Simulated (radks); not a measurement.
**The Coulomb parameter U of the 5d shell of Re⁺**

The task here is to estimate one member of a computed series from the others.

Program: radks (a radial shooting solver on a logarithmic mesh, Libxc functionals) version 1. Level of theory: scalar-relativistic Kohn-Sham, PBE, spin-unpolarised, spherical densities, finite nucleus. These are calculated values, not measurements, unless marked.

### Starting point

| Quantity | Value |
| --- | --- |
| element | rhenium (Z = 75) |
| charge | +1 |
| electrons | 74 |
| configuration | [Xe] 4f14 5d3.5 6s1 6p1.5 |
| nuclear rms radius | 5.3698 fm |

Set-up of the first run:

Input:

```text
Z 75
configuration [Xe] 4f14 5d3.5 6s1 6p1.5
relativity scalar-relativistic
functional pbe,pbe
spin unpolarised
nucleus finite rms 5.3698 fm
c 137.035999084
```

Among the steps run: Start: [Xe] 4f14 5d3.5 6s1 6p1.5.

One of the session's tables, all rows but one given; the rest of the session is left out.

It belongs to the step «Start: [Xe] 4f14 5d3.5 6s1 6p1.5». Radial moments (bohr):

| level | <r> | outermost maximum (interpolated) | 90 % within | nodes |
| --- | --- | --- | --- | --- |
| 4p | 0.4686 | 0.433 | 0.681 | 2 |
| 4d | 0.5000 | 0.443 | 0.749 | 1 |
| 5s | 1.032 | 0.937 | 1.48 | 4 |
| 5p | 1.196 | 1.06 | 1.74 | 3 |
| 4f | 0.5795 | 0.417 | 0.953 | 0 |
| 5d | 1.728 | 1.38 | 2.66 | 2 |
| 6s | 2.706 | 2.38 | 3.92 | 5 |
| 6p | ? | ? | ? | ? |

Q: Estimate the row for 6p from the others.

**Answer.** <r>: 3.488; outermost maximum (interpolated): 3.02; 90 % within: 5.11; nodes: 4. In the column «<r>» it is the highest.
